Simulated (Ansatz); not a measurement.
# Ga₂BH (triplet): from Hartree-Fock to the top rungs at distance Ga2–Ga3 = 2.363 Å, cc-pVDZ

How much of the correlation energy of Ga₂BH (triplet) does each wave-function method recover here?

Computed with Ansatz 0.2.0, Gaussian basis. Level: cc-pVDZ, core rule «outside noble gas», up to 29 orbitals frozen.

The runs, in order: UHF; CCSD(T) on ROHF; CCSD(T) on UHF; BCCD(T) on ROHF; CISD; CCSDT(Q) on ROHF; CCSDT(Q) on UHF; CASSCF and MRCISD+Q, 4 electrons in 4 orbitals; CASSCF and NEVPT2, 4 electrons in 4 orbitals; CASSCF and NEVPT2, 10 electrons in 10 orbitals.

32 further runs of the same task are left out: 2 for a mislabelled method, 24 that didn't finish, 6 set aside as unsound or not needed.

### Step 1. What is computed

The geometry derives from a PBE0/def2-TZVP stationary point (not a proven minimum). One bond is set to the value named and the two fragments are kept rigid. No spin-orbit coupling is included. The filled d shell of Ga may be among the frozen orbitals whatever the setting's name suggests; the logs give the count.

4 atoms, charge 0, spin multiplicity 3.

Atoms are counted from 1 here; the program's logs count them from 0.

Bond lengths: B1–Ga2 1.941 Å, B1–H4 1.189 Å, Ga2–Ga3 2.363 Å. Angles: Ga2–B1–H4 180.0°, B1–Ga2–Ga3 180.0°.

As a file:

```
B     0.00000    0.00000    1.26411
Ga    0.00000    0.00000   -0.67687
Ga    0.00000    0.00000   -3.03987
H     0.00000    0.00000    2.45264
```

### Step 2. UHF

in.yaml reads:

```yaml
crystal:
  periodic: [false, false, false]
  atoms:
    - {symbol: B, position_ang: [0.000000, 0.000000, 1.264110]}
    - {symbol: Ga, position_ang: [0.000000, 0.000000, -0.676874]}
    - {symbol: Ga, position_ang: [0.000000, 0.000000, -3.039874]}
    - {symbol: H, position_ang: [0.000000, 0.000000, 2.452638]}
basis:
  gaussian: {orbitals: cc-pVDZ}
magnetization: {spin_polarized: true, initial_magnetization: 2}
hamiltonian: {xc: hf}
output: {orbitals: {seedname: orbitals}}
```

The run is started by

```console
$ ansatz run in.yaml --threads 1 --pin off --events-out ev --progress --plain --max-ram 2393MiB
```

The runs that follow: CCSD(T) on ROHF; CCSD(T) on UHF; BCCD(T) on ROHF; CISD; CCSDT(Q) on ROHF; CCSDT(Q) on UHF; CASSCF and MRCISD+Q, 4 electrons in 4 orbitals; CASSCF and NEVPT2, 4 electrons in 4 orbitals; CASSCF and NEVPT2, 10 electrons in 10 orbitals.

**Question.** What will the summary of the whole plan be? Wanted: UCCSDT(Q) below the RHF energy; RMP2 from UCCSDT(Q); UMP2 from UCCSDT(Q); RCCSD from UCCSDT(Q); RCCSD(T) from UCCSDT(Q); UCCSD(T) from UCCSDT(Q); RCCSDT(Q) from UCCSDT(Q); NEVPT2 pair from UCCSDT(Q); NEVPT2 frontier from UCCSDT(Q).

As calculated:

```
                         quantity                      value
   UCCSDT(Q) below the RHF energy                 -5.5703 eV
              RMP2 from UCCSDT(Q)            +31.75 kcal/mol
              UMP2 from UCCSDT(Q)            +31.79 kcal/mol
             RCCSD from UCCSDT(Q)             +6.88 kcal/mol
          RCCSD(T) from UCCSDT(Q)             +1.80 kcal/mol
          UCCSD(T) from UCCSDT(Q)             +1.73 kcal/mol
         RCCSDT(Q) from UCCSDT(Q)             +0.11 kcal/mol
       NEVPT2 pair from UCCSDT(Q)            +33.19 kcal/mol
   NEVPT2 frontier from UCCSDT(Q)            +26.99 kcal/mol
levels within 1 kcal/mol (43 meV)  RCCSDT, UCCSDT, RCCSDT(Q)
                    T1 diagnostic                      0.027
```

**Reading.** RCCSD(T) misses by +1.80 kcal/mol, 1.4 % of the correlation energy. Of the multireference levels listed NEVPT2 frontier comes nearest in total energy (+26.99 kcal/mol), which doesn't show that its space is the better one. Coupled cluster took another determinant than the lowest Hartree-Fock one. These misses are within one basis, not against nature; the frozen cores of restricted and unrestricted runs differ, which can shift their rows.
